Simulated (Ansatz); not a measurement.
# C3H5Al: the cost of one run

Method: RKS BLYP-D4/def2-SVP, in Ansatz 0.2.0.

## Step 1: The starting structure

Bond lengths: C1–C2 1.202 Å, C2–C3 1.449 Å, C3–Al4 2.012 Å, C1–H5 1.050 Å, C3–H6 1.098 Å, C3–H7 1.098 Å, Al4–H8 1.549 Å, Al4–H9 1.546 Å. Angles: C1–C2–C3 175.9°, C2–C1–H5 174.8°, C2–C3–Al4 96.2°, C2–C3–H6 109.6°, C2–C3–H7 109.5°, Al4–C3–H6 116.9°, Al4–C3–H7 117.1°, H6–C3–H7 106.9°, C3–Al4–H8 124.0°, C3–Al4–H9 120.1°, H8–Al4–H9 115.9°.

Coordinates:

```xyz
9

C    -0.6725    1.5453   -1.1810
C     0.1259    0.7947   -0.6869
C     1.0092   -0.1567   -0.0422
Al   -0.4234   -1.1075    1.0029
H    -1.2974    2.2406   -1.6580
H     1.5392   -0.7415   -0.8051
H     1.7720    0.3838    0.5329
H    -0.1614   -2.3275    1.9203
H    -1.8915   -0.6312    0.9171
```

## Step 2: End point A

input.yaml reads:

```yaml
crystal:
  periodic: [false, false, false]
  atoms:
    - { symbol: C, position_ang: [-0.67255, 1.54525, -1.18102] }
    - { symbol: C, position_ang: [0.12593, 0.79467, -0.68691] }
    - { symbol: C, position_ang: [1.00916, -0.15666, -0.04223] }
    - { symbol: Al, position_ang: [-0.42341, -1.10745, 1.00285] }
    - { symbol: H, position_ang: [-1.29743, 2.24064, -1.65797] }
    - { symbol: H, position_ang: [1.53923, -0.74145, -0.80506] }
    - { symbol: H, position_ang: [1.77203, 0.38376, 0.53293] }
    - { symbol: H, position_ang: [-0.16144, -2.32753, 1.92027] }
    - { symbol: H, position_ang: [-1.89153, -0.63123, 0.91714] }
basis:
  gaussian: { orbitals: def2-SVP }
hamiltonian:
  xc: blyp
  dispersion: d4
relax:
  f_tol: 0.02
  max_steps: 50
```

On the command line:

```bash
$ ansatz run input.yaml --threads 2 --pin off --max-ram 3072MiB --backend cpu --events-out ev --progress --plain --runs-dir out
```

What time and memory should one allow on 2 threads of Arm Neoverse V2, shared host?

About 11 s, with a peak of 0.11 GiB.
